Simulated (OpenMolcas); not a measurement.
# Nb²⁺ among point charges: CASSCF and CASPT2 levels and susceptibility

Aim: the splitting of the states of Nb²⁺ in the field of 6 point charges, its lowest levels with spin-orbit coupling and its magnetic susceptibility.

Program: OpenMolcas 26.06. Level of theory: state-averaged CASSCF and CASPT2, spin-orbit coupling by RASSI with atomic mean-field integrals. These are calculated values, not measurements, unless marked.

## (1) The system

| Property | Result |
| --- | --- |
| Species | Nb²⁺ (niobium, Z = 41, 39 electrons) |
| Basis | ANO-RCC-VDZP [6s5p3d1f], 43 functions |
| Scalar Hamiltonian | DKH2, point nucleus |
| Inactive shells | 1s 2s 2p 3s 3p 3d 4s 4p |
| Active space | 3 electrons in 5 orbitals (4d) |
| Some configurations of this space | 4d3 |
| Orbitals | optimised for each spin and parity, averaged over all roots |

The outer shells:

4d3
```
4d [↑ ][↑ ][↑ ][  ][  ]
```

The ion sits among 6 point charges of -1 e arranged as an octahedron (Oh), 2.04 Å from the ion.

Each step is its own input file, run in one work folder so that later steps find the files of earlier ones. Labels, J, g values, rates, χT and fits are worked out afterwards by a script from the matrices that RASSI stores. The input lists half of the charges; inversion (Group=XYZ) makes the rest.

## (2) GATEWAY and SEWARD: basis and integrals

File a.inp:

```
&GATEWAY
Coord
1

Nb 0.0 0.0 0.0
Basis=ANO-RCC-VDZP
Group=XYZ
NoMove
AngMom=0.0 0.0 0.0
AMFI
XField
3 Angstrom 0
2.040000 0.000000 0.000000 -1.000000
0.000000 2.040000 0.000000 -1.000000
0.000000 0.000000 2.040000 -1.000000
&SEWARD
```

Launch:

```bash
$ OMP_NUM_THREADS=1 MOLCAS_MEM=1689 MOLCAS_PROJECT=a pymolcas a.inp > a.log
```

## (3) CASSCF: quartets of even parity, 10 roots

File a.inp:

```
&RASSCF
FileOrb=start.orb
Symmetry=1
Spin=4
nActEl=3 0 0
Inactive=9 9
Ras2=5 0
CIRoot=10 10 1
SDav=10
CIMx=300
Iter=120 100
PrWF=0.3
OrbListing=Nothing
MaxOrb=0
>>> COPY $Project.JobIph JOB001
```

start.orb holds the contracted functions of the basis, ordered by shell, or the orbitals of the step before.

## (4) CASSCF: doublets of even parity, 40 roots

File a.inp:

```
&RASSCF
FileOrb=start.orb
Symmetry=1
Spin=2
nActEl=3 0 0
Inactive=9 9
Ras2=5 0
CIRoot=40 40 1
SDav=40
CIMx=300
Iter=120 100
PrWF=0.3
OrbListing=Nothing
MaxOrb=0
>>> COPY $Project.JobIph JOB002
```

## (5) RASSI: spin-orbit coupling between the states

File a.inp:

```
&RASSI
NrOfJobIphs=2 10 40
1 2 3 4 5 6 7 8 9 10
1 2 3 4 5 6 7 8 9 10 11 12 13 14 15 16 17 18 19 20 21 22 23 24 25 26 27
28 29 30 31 32 33 34 35 36 37 38 39 40
IphNames
JOB001
JOB002
EJob
SpinOrbit
DIPRint=1.0
SOCoupling=1000.0
Subsets=2
Property=9
'ANGMOM' 1 'ANGMOM' 2 'ANGMOM' 3 'MLTPL  1' 1 'MLTPL  1' 2 'MLTPL  1' 3
'AMFI' 1 'AMFI' 2 'AMFI' 3
SOProperty=3
'ANGMOM' 1 'ANGMOM' 2 'ANGMOM' 3
```

## (6) CASPT2: IPEA 0.25, imaginary shift 0.1 (closed shells correlated: 4s 4p)

File a.inp:

```
>>> COPY JOB001 $Project.JobIph
&CASPT2
Multistate=10 1 2 3 4 5 6 7 8 9 10
NoMult
Frozen=8 6
IPEA=0.25
Imaginary=0.1
MaxIter=60
WThr=0.0 0.3 0.05
PrWF=0.5
NoMix
>>> COPY JOB002 $Project.JobIph
&CASPT2
Multistate=40 1 2 3 4 5 6 7 8 9 10 11 12 13 14 15 16 17 18 19 20 21 22
23 24 25 26 27 28 29 30 31 32 33 34 35 36 37 38 39 40
NoMult
Frozen=8 6
IPEA=0.25
Imaginary=0.1
MaxIter=60
WThr=0.0 0.3 0.05
PrWF=0.5
NoMix
```

(Steps that only read results are left out.)

What does the calculation give? Wanted: spin-free ground state; first state of the same spin within the active space; lowest level; next level.

**Answer**, as computed:

```
                                            quantity                                                                        value
                                              method  SS-CASPT2, IPEA 0.25, imaginary shift 0.1 (closed shells correlated: 4s 4p)
                              spin-free ground state                                              4A2, 1-fold in its orbital part
first state of the same spin within the active space                                                            4T2 at 11300 cm⁻¹
                                        lowest level                                                                    4-fold Γ8
                                          next level                                                                  9750.5 cm⁻¹
                                         χT at 300 K                                                               1.70 cm³ K/mol
                           effective moment at 300 K                                                                      3.68 μB
```

Cost by method:

| method | time of its own steps | time with the reference |
| --- | --- | --- |
| A. CASSCF | 7.6 s | 7.6 s |
| B. SS-CASPT2, IPEA 0.25, imaginary shift 0.1, +4s 4p | 2.4 s | 10 s |

Times are of one thread on a shared host.

What this shows: The spin-free ground state (4A2) comes to 100 % from free-ion F terms and keeps the highest spin of the shell. χT at 300 K is 1.70, against 1.88 cm³ K/mol for the spin alone, so spin-orbit coupling lowers it. CASPT2 does not keep the components of a term degenerate, and the means are used. The field of point charges can differ much from that of real complexes. Point charges carry no covalency, so the field is a model and not that of real ligands.
